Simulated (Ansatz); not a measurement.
# TiSb2: the cost of one run

All numbers are computed with Ansatz 0.2.0, driven from Python. The levels of theory stand in the script.

**1. Starting point**

Symmetry: I4/mcm, No. 140, tetragonal system. The conventional cell has a = 6.660 Å, b = 6.660 Å, c = 5.818 Å, α = 90.00°, β = 90.00°, γ = 90.00°. Around Ti (site symmetry 422) lie 2 Ti at 2.91 Å and 8 Sb at 2.92 Å. Around Sb (site symmetry m2m) lie 1 Sb at 2.85 Å and 4 Ti at 2.92 Å.

No structure file is read: the coordinates are typed or built in the script.

**2. The code**

lattice_tisb2.py

```python
import ansatz
import numpy as np

def edges_and_angles(cell):
    cell = np.asarray(cell)
    a, b, c = np.linalg.norm(cell, axis=1)
    cosines = cell[1] @ cell[2] / (b * c), cell[0] @ cell[2] / (a * c), cell[0] @ cell[1] / (a * b)
    return (a, b, c, *np.degrees(np.arccos(cosines)))


def main() -> None:
    structure = (
        ansatz.Lattice.from_parameters(6.66, 6.66, 5.818, alpha=90, beta=90, gamma=90)
        .space_group(140, hermann_mauguin="I4/mcm")
        .atom("Ti", (0.0, 0.0, 0.25))
        .atom("Sb", (0.15156, 0.65156, 0.0))
        .primitive()
    )

    calc = structure.calculation()
    calc = calc.kpoints(spacing=0.22)
    calc = calc.occupations("Fermi-Dirac")
    calc = calc.relax(cell=True, force_tolerance=0.02)

    levels = [("blyp", "d3bj"), ("pbesol", "d3bj"), ("pbesol", "none")]
    print("level            a       b       c    alpha   beta  gamma  V/atom  steps")
    for name, dispersion in levels:
        seen = []
        run = calc.functional(name, dispersion=dispersion).session().plan()
        outcome = run.execute(on_event=lambda e: seen.append(e) if e["event"] == "relax_step" else None)
        cell = outcome.lattice.cell_ang
        label = name if dispersion == "none" else f"{name}+{dispersion}"
        print("{:13s} {:7.4f} {:7.4f} {:7.4f} {:6.2f} {:6.2f} {:6.2f}".format(label, *edges_and_angles(cell)), f"{abs(np.linalg.det(cell)) / len(outcome.lattice.sites):7.3f} {len(seen):5d}")


if __name__ == "__main__":
    main()
```

**3. The calls as engine input**

The package turns the script's settings into the engine's input (first run):

```yaml
crystal:
  lattice:
    a: 6.66
    b: 6.66
    c: 5.818
    alpha: 90.0
    beta: 90.0
    gamma: 90.0
  space_group: 140
  setting:
    hermann_mauguin: I4/mcm
  atoms:
    - { symbol: Ti, position: [0.0, 0.0, 0.25] }
    - { symbol: Sb, position: [0.15156, 0.65156, 0.0] }
  reduce_to_primitive: true
kpoints:
  mp_grid:
    kspacing: 0.22
hamiltonian:
  xc: blyp
  dispersion: d3bj
scf:
  occupations:
    method: fermi_dirac
relax:
  f_tol: 0.02
  cell: {}
```

**4. Launch**

The run is started by

```
$ python lattice_tisb2.py
```

**Question.** How long does this script take on 1 thread of Intel Xeon Platinum 8259CL at 2.50GHz (Skylake/Cascade Lake), shared host, and how much memory does it need?

About 4.7 min, with a peak of 0.65 GiB.
